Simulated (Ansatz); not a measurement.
Geometry optimisation, DFT PBE-D3(BJ), scalar-relativistic, plane waves, PAW (Ansatz 0.2.0).

The input (input.yaml):

```yaml
crystal:
  lattice:
    - [-4.754, -2.744723, 4.327333]
    - [4.754, -2.744723, 4.327333]
    - [0.0, 5.489446, 4.327333]
  atoms:
    - { symbol: Al, position: [0.35222, 0.35222, 0.35222] }
    - { symbol: Al, position: [0.14778, 0.14778, 0.14778] }
    - { symbol: Al, position: [0.64778, 0.64778, 0.64778] }
    - { symbol: Al, position: [0.85222, 0.85222, 0.85222] }
    - { symbol: O, position: [0.40288, 0.59712, 0.75] }
    - { symbol: O, position: [0.75, 0.40288, 0.59712] }
    - { symbol: O, position: [0.59712, 0.75, 0.40288] }
    - { symbol: O, position: [0.59712, 0.40288, 0.25] }
    - { symbol: O, position: [0.25, 0.59712, 0.40288] }
    - { symbol: O, position: [0.40288, 0.25, 0.59712] }
    - { symbol: Al, position: [0.85222, 0.85222, 0.35222] }
    - { symbol: Al, position: [0.64778, 0.64778, 0.14778] }
    - { symbol: Al, position: [0.14778, 0.14778, 0.64778] }
    - { symbol: Al, position: [0.35222, 0.35222, 0.85222] }
    - { symbol: O, position: [0.90288, 0.09712, 0.75] }
    - { symbol: O, position: [0.25, 0.90288, 0.59712] }
    - { symbol: O, position: [0.09712, 0.25, 0.40288] }
    - { symbol: O, position: [0.09712, 0.90288, 0.25] }
    - { symbol: O, position: [0.75, 0.09712, 0.40288] }
    - { symbol: O, position: [0.90288, 0.75, 0.59712] }
    - { symbol: Al, position: [0.85222, 0.35222, 0.85222] }
    - { symbol: Al, position: [0.64778, 0.14778, 0.64778] }
    - { symbol: Al, position: [0.14778, 0.64778, 0.14778] }
    - { symbol: Al, position: [0.35222, 0.85222, 0.35222] }
    - { symbol: O, position: [0.90288, 0.59712, 0.25] }
    - { symbol: O, position: [0.25, 0.40288, 0.09712] }
    - { symbol: O, position: [0.09712, 0.75, 0.90288] }
    - { symbol: O, position: [0.09712, 0.40288, 0.75] }
    - { symbol: O, position: [0.75, 0.59712, 0.90288] }
    - { symbol: O, position: [0.90288, 0.25, 0.09712] }
    - { symbol: Al, position: [0.35222, 0.85222, 0.85222] }
    - { symbol: Al, position: [0.14778, 0.64778, 0.64778] }
    - { symbol: Al, position: [0.64778, 0.14778, 0.14778] }
    - { symbol: Al, position: [0.85222, 0.35222, 0.35222] }
    - { symbol: O, position: [0.40288, 0.09712, 0.25] }
    - { symbol: O, position: [0.75, 0.90288, 0.09712] }
    - { symbol: O, position: [0.59712, 0.25, 0.90288] }
    - { symbol: O, position: [0.59712, 0.90288, 0.75] }
    - { symbol: O, position: [0.25, 0.09712, 0.90288] }
    - { symbol: O, position: [0.40288, 0.75, 0.09712] }
    - { symbol: O, position: [0.1928676, 0.025519, 0.3996752], spin: 1.0 }
magnetization:
  spin_polarized: true
basis:
  ecutwfc: 420.0
kpoints:
  mp_grid: { grid: [2, 2, 2] }
hamiltonian:
  xc: pbe
  dispersion: d3bj
  pseudopotentials: { kind: paw, azcp: { folder: soft_1 } }
scf:
  occupations: { method: gaussian, width: 0.05 }
  lower_state_search: "off"
relax:
  f_tol: 0.03
  max_steps: 60
  adjacent_minimum: "off"
```

Run as:

```bash
$ ansatz run input.yaml --threads 4 --pin off --max-ram 10240MiB --backend cpu --events-out ev --progress --plain --runs-dir out
```

Where does it end, and by what steps?

The run converged. Limits of this set-up: a small cell, in which the defect meets its images, a typed lattice constant that wasn't relaxed here. After 10 steps the energy has fallen by 7.951 eV; O41 moved furthest, 0.82 Å. The start is strongly strained (largest force component 10 eV/Å). Joined: Al11–O41 (2.80 → 2.02 Å).

| step | energy less start (eV) | largest force component (eV/Å) | accepted |
| --- | --- | --- | --- |
| 0 | 0.0000 | 10.473 | yes |
| 1 | -4.9479 | 4.546 | yes |
| 2 | -7.0251 | 2.123 | yes |
| 3 | -7.6170 | 1.257 | yes |
| 4 | -7.8690 | 0.496 | yes |
| 5 | -7.8844 | 0.604 | yes |
| 6 | -7.7956 | 1.015 | no |
| 7 | -7.8917 | 0.611 | yes |
| 8 | -7.9434 | 0.180 | yes |
| 9 | -7.9495 | 0.079 | yes |
| 10 | -7.9511 | 0.030 | yes |

```xyz
41
Lattice="-4.7540 -2.7447 4.3273 4.7540 -2.7447 4.3273 0.0000 5.4894 4.3273" Properties=species:S:1:pos:R:3
Al 0.021 -0.030 4.612
Al 0.007 -0.066 1.914
Al -0.030 0.006 8.439
Al -0.022 0.005 11.077
O 0.849 1.391 7.599
O -1.662 0.122 7.574
O 0.702 -1.484 7.611
O -0.898 -1.388 5.419
O 1.717 -0.152 5.455
O -0.735 1.455 5.407
Al 0.005 -2.759 8.952
Al 0.005 -2.761 6.282
Al -0.049 2.736 4.088
Al -0.035 2.727 6.739
O -3.867 1.376 7.605
O 2.889 0.162 7.767
O 0.898 1.183 3.404
O 3.942 -1.720 4.980
O -3.042 -0.110 5.378
O -0.784 -1.229 9.723
Al -2.396 1.364 8.912
Al -2.393 1.372 6.263
Al 2.353 -1.389 4.045
Al 2.352 -1.356 6.837
O -1.446 -2.754 7.584
O 0.707 -1.281 3.260
O 3.047 2.613 7.527
O 1.423 2.752 5.427
O -0.750 1.272 9.752
O -3.091 -2.635 5.439
Al 2.316 1.401 8.977
Al 2.333 1.391 6.281
Al -2.369 -1.374 4.076
Al -2.323 -1.378 6.729
O -1.423 0.005 3.235
O 0.788 -3.992 7.519
O -1.672 2.625 7.583
O 1.409 -0.006 9.784
O -0.763 3.962 5.445
O 1.644 -2.603 5.441
O -0.452 2.137 2.172
```

Whether the end is a true minimum wasn't checked by a vibrational analysis.

The run took 86 s on 4 threads of AMD EPYC 7B13 (Zen 3), on a shared host, peak memory 1.6 GiB.
